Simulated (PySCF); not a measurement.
**KRb+: bond curves at several levels of theory**

One table from this session's results is given with a row withheld; the runs are named, their logs left out.

Method: K def2-SVP, Rb def2-SVP with ECP28, scalar-relativistic core potentials; program: PySCF 2.14.0.

The first run:

A driver script around PySCF takes these settings:

```
atoms                         : K, Rb
charge                        : 1
basis                         : K def2-SVP, Rb def2-SVP with ECP28
Hamiltonian                   : scalar-relativistic core potentials
basis functions               : 48
electrons treated             : 27
masses in u                   : 38.9637, 84.9118
levels                        : PBE0, PBE, r²SCAN, revPBE, B97-3, BLYP, HF, MP2, SCS-MP2, CCSD, CCSD(T)
grid                          : 80 radial by 434 angular points
occupations                   : held fixed by the projection of orbital angular momentum
dissociation limit            : K + Rb+, each in its ground configuration
starting distance in angstrom : 4.105
values of 2S to try           : 1, 3
```

Run with:

```console
> OMP_NUM_THREADS=1 python dia.py task.json out
```

Steps of the session up to this table: Set-up; The PBE0 curve of the state that the search chose; PBE (GGA); r²SCAN; revPBE (GGA); B97-3; BLYP; UHF (mean field); Adding correlation.

One table of the session follows, with a row left open; its other results are not shown here.

Energy (eV) from each level's lowest point:

| R (Å) | UHF | UHF-MP2 | UHF-SCS-MP2 | UHF-CCSD | UHF-CCSD(T) |
| --- | --- | --- | --- | --- | --- |
| 4.131 | 0.156 | 0.091 | 0.100 | n/a | n/a |
| 4.323 | 0.088 | 0.043 | 0.049 | 0.041 | 0.040 |
| 4.515 | ? | ? | ? | ? | ? |
| 4.659 | 0.021 | 0.004 | 0.006 | 0.004 | 0.003 |
| 4.803 | 0.007 | 0.000 | 0.000 | 0.000 | 0.000 |
| 4.947 | 0.000 | 0.002 | 0.000 | 0.002 | 0.002 |
| 5.139 | 0.000 | 0.011 | 0.008 | 0.012 | 0.012 |
| 5.379 | 0.011 | 0.032 | 0.027 | 0.033 | 0.034 |
| 5.668 | 0.036 | 0.066 | 0.060 | 0.068 | 0.069 |
| 6.052 | 0.084 | 0.124 | 0.116 | n/a | n/a |

Q: Estimate the row for R (Å) = 4.515 from the others.

Worked estimate for «UHF». A straight line through the neighbours (4.323, 0.088) and (4.659, 0.021) gives 0.088 + (0.021 − 0.088) × (4.515 − 4.323) / (4.659 − 4.323) = 0.050; a parabola fitted to 4 rows on both sides gives 0.042.

The run gave: UHF: 0.043; UHF-MP2: 0.015; UHF-SCS-MP2: 0.018; UHF-CCSD: 0.014; UHF-CCSD(T): 0.014. In «UHF» the line misses by +0.007 and the parabola by -0.001.
